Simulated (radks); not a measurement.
**Ce⁴²⁺ in [Ne] 3s2 3p4: an all-electron calculation**

An exercise on one series of results from a longer session: the logs are not shown, and one member is left open.

The numbers are computed with radks (a radial shooting solver on a logarithmic mesh, Libxc functionals) version 1 (scalar-relativistic Kohn-Sham, r2SCAN, spin-polarised, spherical densities, finite nucleus; open shells are filled with parallel spins first), except any that are marked as measured or tabulated.

## Starting point

```
element            : cerium (Z = 58)
charge             : +42
electrons          : 16
configuration      : [Ne] 3s2 3p4
nuclear rms radius : 4.8771 fm
```

Outer shells as boxes (Hund's rule):

Ce⁴²⁺
```
[Ne] core
3s [↑↓]
3p [↑↓][↑ ][↑ ]
```

Set-up of the first run:

Input:

```text
Z 58
configuration [Ne] 3s2 3p4 4s0 3d0
relativity scalar-relativistic
functional r2scan,r2scan
spin polarised
nucleus finite rms 4.8771 fm
c 137.035999084
```

Command:

```sh
> python run_ks.py task.json out
```

The same process makes all the runs of this session.

Steps of the session up to this table: Self-consistent calculation.

One table of the session follows, with a row left open; its other results are not shown here.

It belongs to the step «Shells». From the orbitals of this run (lengths in bohr):

```
  level      <r>  outermost maximum (interpolated)  90 % within  nodes
  1s up  0.02457                            0.0157       0.0443      0
1s down  0.02457                            0.0157       0.0443      0
  2s up   0.1039                            0.0885        0.160      1
2s down        ?                                 ?            ?      ?
  2p up  0.09103                            0.0712        0.148      0
2p down  0.09104                            0.0712        0.148      0
  3s up   0.2535                             0.240        0.368      2
3s down   0.2540                             0.240        0.369      2
  3p up   0.2467                             0.232        0.365      1
3p down   0.2472                             0.232        0.366      1
  3d up   0.2181                             0.185        0.332      0
3d down   0.2179                             0.184        0.332      0
  4s up   0.4773                             0.479        0.673      3
4s down   0.4794                             0.481        0.676      3
```

Q: Estimate the row for 2s down from the others.

**Answer.** <r>: 0.1038; outermost maximum (interpolated): 0.0885; 90 % within: 0.160; nodes: 1. In the column «<r>» it lies between 2p down (0.09104) and 2s up (0.1039).

To keep in mind: Open shells are spherical and high-spin; term and fine-structure splittings are not resolved.
